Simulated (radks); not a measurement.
# Sb in [Kr] 4d10 5s2 5p3: an all-electron calculation

An exercise on one series of results from a longer session: the logs are not shown, and one member is left open.

Method: Dirac Kohn-Sham, BP86, spin-unpolarised, spherical densities, finite nucleus; open shells fill j = l - 1/2 first. Code: radks (a radial shooting solver on a logarithmic mesh, Libxc functionals) version 1.

### Starting point

| Property | Result |
| --- | --- |
| element | antimony (Z = 51) |
| charge | 0 |
| electrons | 51 |
| configuration | [Kr] 4d10 5s2 5p3 |
| nuclear rms radius | 4.6802 fm |

The first run:

Input:

```text
Z 51
configuration [Kr] 4d10 5s2 5p3
relativity Dirac
functional b88,p86
spin unpolarised
j_filling energy
nucleus finite rms 4.6802 fm
c 137.035999084
```

One table of the session follows, with a row left open; its other results are not shown here.

It belongs to the step «Orbitals and density». Radial moments (bohr):

```
level      <r>  outermost maximum (interpolated)  90 % within  nodes
1s1/2  0.02842                            0.0183       0.0511      0
2s1/2   0.1222                             0.104        0.189      1
2p1/2        ?                                 ?            ?      ?
2p3/2   0.1087                            0.0844        0.177      0
3s1/2   0.3303                             0.300        0.486      2
3p1/2   0.3208                             0.286        0.483      1
3p3/2   0.3321                             0.297        0.499      1
3d3/2   0.3033                             0.243        0.478      0
3d5/2   0.3069                             0.246        0.483      0
4s1/2   0.7907                             0.723         1.14      3
4p1/2   0.8324                             0.746         1.22      2
4p3/2   0.8616                             0.770         1.27      2
4d3/2    1.023                             0.842         1.58      1
4d5/2    1.037                             0.851         1.60      1
5s1/2    2.230                              1.90         3.30      4
5p1/2    2.829                              2.27         4.32      3
5p3/2    2.970                              2.38         4.54      3
```

Q: Estimate the row for 2p1/2 from the others.

The run gave: <r>: 0.1032; outermost maximum (interpolated): 0.0798; 90 % within: 0.169; nodes: 0. In the column «<r>» it lies between 1s1/2 (0.02842) and 2p3/2 (0.1087).

To keep in mind: Spin polarisation and multiplet splitting are left out.
